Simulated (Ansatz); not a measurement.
# Cl2In: atomisation energy

Aim: an atomisation energy, for Cl2In, run from a script. SMILES: [Cl][In][Cl].

Program: Ansatz 0.2.0, driven from Python. Level of theory: CCSD(T)/def2-SVPD. These are calculated values, not measurements.

## Step 1: The structure

Bond lengths: Cl1–In2 2.303 Å, In2–Cl3 2.200 Å. Angles: Cl1–In2–Cl3 121.7°.

The script holds or builds the structure itself.

## Step 2: The code

The input, run_tae.py:

```python
"""Atomisation energy of Cl2In at the given geometry."""

from collections import Counter

import ansatz
from ase import Atoms

BASIS = "def2-SVPD"
LEVEL = "ccsd_t"


def total_energy(molecule, charge=0, unpaired=0):
    calc = (
        molecule.calculation()
        .basis(gaussian=BASIS)  # atom-centred Gaussian functions
        .correlation(LEVEL)
    )
    if charge:
        calc = calc.charge(charge)
    if unpaired:
        calc = calc.spin("collinear", total=unpaired)
    return calc.run().report["free_energy_ev"]


def main() -> None:
    atoms = Atoms(["Cl", "In", "Cl"], positions=[
        [1.4289, 1.0843, 0.8912],
        [-0.4962, 0.4764, -0.2169],
        [-0.9437, -1.6255, -0.6875],
    ])
    molecule = ansatz.Crystal.molecule_from_ase(atoms)

    # Hund ground states
    unpaired = {"Cl": 1, "In": 1}
    counts = Counter(site.symbol for site in molecule.cartesian_sites)
    atom_energy = {s: total_energy(ansatz.Crystal.molecule().atom(s, (0, 0, 0)), 0, unpaired[s]) for s in counts}
    whole = total_energy(molecule, 0, 1)
    for s, e in atom_energy.items():
        print(f"{s:2s} x{counts[s]}  {e:14.5f} eV")
    print(f"Cl2In: {whole:.5f} eV")
    split = sum(counts[s] * e for s, e in atom_energy.items()) - whole
    print(f"atomisation energy (no zero-point term): {split:.3f} eV, {split / sum(counts.values()):.3f} eV an atom")


if __name__ == "__main__":
    main()
```

## Step 3: The input behind the calls

The package turns the script's settings into the engine's input (first run):

```yaml
crystal:
  periodic: [false, false, false]
  atoms:
    - { symbol: Cl, position_ang: [0.0, 0.0, 0.0] }
basis:
  gaussian:
    orbitals: def2-SVPD
magnetization:
  spin_polarized: true
  initial_magnetization: 1.0
correlation:
  method: ccsd_t
```

## Step 4: Launch

Run with:

```
$ python run_tae.py
```

What it wrote:

```text
Cl x2    -12502.68976 eV
In x1     -5150.43550 eV
Cl2In: -30161.49799 eV
atomisation energy (no zero-point term): 5.683 eV, 1.894 eV an atom
```

Wall time 10 s (1 thread of Intel Xeon 6975P-C (Granite Rapids), shared host); peak memory 0.51 GiB.

## Step 5: What changed from run to run

The engine's inputs for the other runs:

Run 2, against run 1:

```diff
@@ -4 +4 @@
-    - { symbol: Cl, position_ang: [0.0, 0.0, 0.0] }
+    - { symbol: In, position_ang: [0.0, 0.0, 0.0] }
```

Run 3, against run 1:

```diff
@@ -4 +4,3 @@
-    - { symbol: Cl, position_ang: [0.0, 0.0, 0.0] }
+    - { symbol: Cl, position_ang: [1.4289, 1.0843, 0.8912] }
+    - { symbol: In, position_ang: [-0.4962, 0.4764, -0.2169] }
+    - { symbol: Cl, position_ang: [-0.9437, -1.6255, -0.6875] }
```

## Step 6: Run by run

The 3 runs, in the order started:

| run | system | energy (eV) | <S²> | iterations in all | CPU time (s) |
| --- | --- | --- | --- | --- | --- |
| 1 | Cl | -12502.6898 | 0.76 | 85 | 0.21 |
| 2 | In | -5150.4355 | 0.76 | 93 | 0.52 |
| 3 | Cl2In | -30161.4980 | 0.76 | 64 | 9.4 |

Totals carry meaning only in balanced differences at one level of theory.

## Step 7: Summary of results

| quantity | value |
| --- | --- |
| atomisation energy, no zero point | 5.683 eV |
| runs compared | 3 |

What this shows: Zero-point motion and spin-orbit terms of the atoms are left out, and both would lower it. 5.683 eV from the electronic energies, without the zero-point term. Reading the output:
- The geometry is a force-field or estimated start, not a minimum of this method, and the basis set is short of its limit. All parts are taken at fixed geometry, without zero-point energy.
- def2 sets replace the cores of elements past krypton by effective core potentials.
- The species is open-shell (spin multiplicity 2).
- In double-zeta sets correlated atomisation energies come out some 10 to 15 % low.
- The spin-orbit lowering of heavy atoms is left out.
